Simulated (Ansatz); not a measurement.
Working through Fermi-surface readings of KPt, space group P-6m2

With the Ansatz DFT code, driven from Python.

Notebook, run cell by cell (the value of a cell's last expression is shown):

In [1]:
```python
from dataclasses import dataclass

import ansatz


@dataclass
class RunConfig:
    extra_bands: int = 16
    kmesh: tuple[int, ...] = (7, 7, 4)
    mixing_beta: float = 0.6
    occupations: str = 'Fermi-Dirac'
```

In [2]:
```python
opts = RunConfig()
```

In [3]:
```python
xtal = (
    ansatz.Lattice.of((3.000847, 0.0, 0.0), (-1.500424, 2.59881, 0.0), (0.0, 0.0, 5.345578))
    .atom('K', (1 / 3, 2 / 3, 0.5))
    .atom('Pt', (0.0, 0.0, 0.0))
)
```

In [4]:
```python
xtal.resolved().tree()['lattice']
```
Out [4]:
```text
((3.000847, 0.0, 0.0), (-1.500424, 2.59881, 0.0), (0.0, 0.0, 5.345578))
```

In [5]:
```python
setup = (
    xtal.calculation()
    .scf(extra_bands=opts.extra_bands, self_checks='low')
    .kpoints(*opts.kmesh, shift=0.5)
    .functional(ansatz.Functional.R2SCAN)
    .mixing('broyden', ndim=4, beta=opts.mixing_beta)
    .occupations(opts.occupations)
    .eigenstates(nscf_kmesh=(12, 12, 6), level_slopes=True)
)
surface = setup.run().fermi_surface().to_plain()
for way, reading in surface.items():
    if reading:
        rho_lambda = [f'{v:.3e}' for v in reading['resistivity_times_mean_free_path_ohm_m2']]
        print(f'{way:24s} area {reading["spin_summed_area_per_ang2"]:8.3f} 1/A^2  rho*lambda (ohm m^2) {rho_lambda}')
```
```text
DeckWarning: basis.ecutwfc = 500 eV, auto-derived from the records' recommended cutoffs: set by K (their level for a meta-GGA)
DeckWarning: crystal.symmetry: narrowed to the stabiliser of the k-point mesh — unitary ops 12 → 4; excluded 8 operations that carry a point of the 7×7×4 mesh (shift [0.5, 0.5, 0.5]) off the mesh (the run samples exactly the mesh kpoints.mp_grid names, as [...]
by_tetrahedra            area   18.289 1/A^2  rho*lambda (ohm m^2) ['1.162e-15', '1.161e-15', '1.375e-14']
by_slopes                area   18.708 1/A^2  rho*lambda (ohm m^2) ['1.136e-15', '1.161e-15', '1.072e-14']
on_every_second_point    area   16.558 1/A^2  rho*lambda (ohm m^2) ['1.273e-15', '1.275e-15', '1.820e-14']
```

What to keep in mind:
- These settings explore the input space; cutoff and mesh may be short of convergence.
- Spin is left out of this run.
- For a metal this k-point mesh is coarse: on a finer one energies can move by several to tens of meV an atom and pressures by half a GPa or more, differences at one mesh by less.
- Spin-orbit coupling, which matters for elements this heavy, is left out.
- The structure comes from a database of computed cells and needn't be a stable or known phase.
- Warnings are shown shortened and without file and line.
- The three readings differ by the mesh error.
- Timing: 37 s on 1 thread of Arm Neoverse V1 (shared host), peak memory 0.49 GiB.

(Lines on the test bed's own set-up are left out of the output.)
